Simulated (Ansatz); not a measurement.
**CH7AlO2Si: up Jacob's ladder to CCSD(T)**

Aim: compute CH7AlO2Si with functionals from several rungs and with coupled cluster. The yardstick is the atomisation energy at the CCSD(T) limit.

Program: Ansatz 0.2.0, Gaussian basis. Level of theory: functionals in def2-TZVPP, the program's frozen cores in correlated methods. These are calculated values, not measurements.

Plan: PBE-D4, r2SCAN-D4, PBE0-D4, B3LYP-D4, ωB97X-V, ωB97M-V, B2PLYP; CCSD(T)/def2-TZVPP; MP2/def2-QZVPP; extrapolation to the limit.

## Step 1: The geometry

An earlier PBE0-D4 in a triple-zeta def2 set relaxation fixed the geometry.

12 atoms, charge 0, spin multiplicity 1.

Atoms are counted from 1 here; the program's logs count them from 0.

Bond lengths: O1–C2 1.480 Å, O1–Al5 2.004 Å, O1–H6 0.964 Å, C2–O3 1.346 Å, C2–H7 1.093 Å, C2–H8 1.100 Å, O3–Si4 1.723 Å, Si4–Al5 2.459 Å, Si4–H9 1.487 Å, Si4–H10 1.496 Å, Al5–H11 1.600 Å, Al5–H12 1.590 Å. Angles: C2–O1–Al5 116.5°, C2–O1–H6 109.8°, Al5–O1–H6 114.5°, O1–C2–O3 108.8°, O1–C2–H7 106.4°, O1–C2–H8 106.4°, O3–C2–H7 110.4°, O3–C2–H8 113.6°, H7–C2–H8 110.9°, C2–O3–Si4 119.3°, O3–Si4–Al5 93.3°, O3–Si4–H9 103.0°, O3–Si4–H10 106.5°, Al5–Si4–H9 123.3°, Al5–Si4–H10 120.7°, H9–Si4–H10 106.0°, O1–Al5–Si4 82.1°, O1–Al5–H11 99.7° and more.

Geometry (Å):

```
O    -0.3464    1.2383   -0.2078
C    -1.3314    0.3175    0.4034
O    -1.1913   -0.8999   -0.1544
Si    0.3706   -1.6235   -0.2176
Al    1.5214    0.5409   -0.4118
H    -0.4055    2.1050    0.2103
H    -2.3190    0.7286    0.1781
H    -1.1384    0.3312    1.4860
H     0.2469   -2.5858   -1.3448
H     0.5049   -2.4528    1.0204
H     2.1860    1.1589    0.9058
H     1.9793    1.0863   -1.8336
```

## Step 2: PBE-D4 (GGA)

Contents of in.yaml:

```yaml
crystal:
  periodic: [false, false, false]
  atoms:
    - {symbol: O, position_ang: [-0.346429, 1.238316, -0.207759]}
    - {symbol: C, position_ang: [-1.331374, 0.317471, 0.403401]}
    - {symbol: O, position_ang: [-1.191345, -0.899881, -0.154380]}
    - {symbol: Si, position_ang: [0.370558, -1.623479, -0.217583]}
    - {symbol: Al, position_ang: [1.521450, 0.540866, -0.411772]}
    - {symbol: H, position_ang: [-0.405468, 2.105039, 0.210309]}
    - {symbol: H, position_ang: [-2.319002, 0.728575, 0.178060]}
    - {symbol: H, position_ang: [-1.138426, 0.331176, 1.485954]}
    - {symbol: H, position_ang: [0.246888, -2.585839, -1.344812]}
    - {symbol: H, position_ang: [0.504892, -2.452769, 1.020416]}
    - {symbol: H, position_ang: [2.185958, 1.158902, 0.905778]}
    - {symbol: H, position_ang: [1.979295, 1.086325, -1.833613]}
basis:
  gaussian: {orbitals: def2-TZVPP}
hamiltonian: {xc: pbe, dispersion: d4}
output: {forces: true, orbitals: {seedname: orbitals}}
```

The run is started by

```console
$ ansatz run in.yaml --threads 4 --pin off --events-out ev --progress --plain --max-ram 10444MiB
```

The runs that follow: r2SCAN-D4 (meta-GGA); PBE0-D4 (hybrid); B3LYP-D4 (hybrid); ωB97X-V (range-separated); ωB97M-V (range-separated); B2PLYP (double hybrid); CCSD(T) in def2-TZVPP; MP2 in def2-QZVPP.

Before running them: what should the planned runs give, taken together? Wanted: atomisation energy, CCSD(T)/CBS; farthest; mean size of error, hybrid; mean size of error, range-separated; gap, smallest and largest; T1 diagnostic; triples share of the correlation energy.

The runs gave:

| quantity | value |
| --- | --- |
| atomisation energy, CCSD(T)/CBS | 41.892 eV |
| functionals within 0.209 eV (0.5 %) | PBE-D4, r2SCAN-D4, ωB97X-V, ωB97M-V |
| farthest | B2PLYP (-0.750 eV) |
| mean size of error, hybrid | 0.396 eV |
| mean size of error, range-separated | 0.077 eV |
| gap, smallest and largest | 4.39 eV (PBE-D4), 10.47 eV (ωB97X-V) |
| T1 diagnostic | 0.0126 |
| triples share of the correlation energy | 3.5 % |

**Reading.** PBE-D4 misses by +0.196 eV. Double hybrids carry the basis error of their MP2 part in triple zeta, and no dispersion term here, so their miss is partly the set-up's. Misses under about 0.209 eV are within the doubt on the reference itself, which lacks core-valence correlation, relativity and higher excitations. Hartree-Fock recovers 72 % of the binding; the rest is correlation. The gap grows from 4.4 to 10.5 eV across the functionals, mostly with the share of exact exchange.
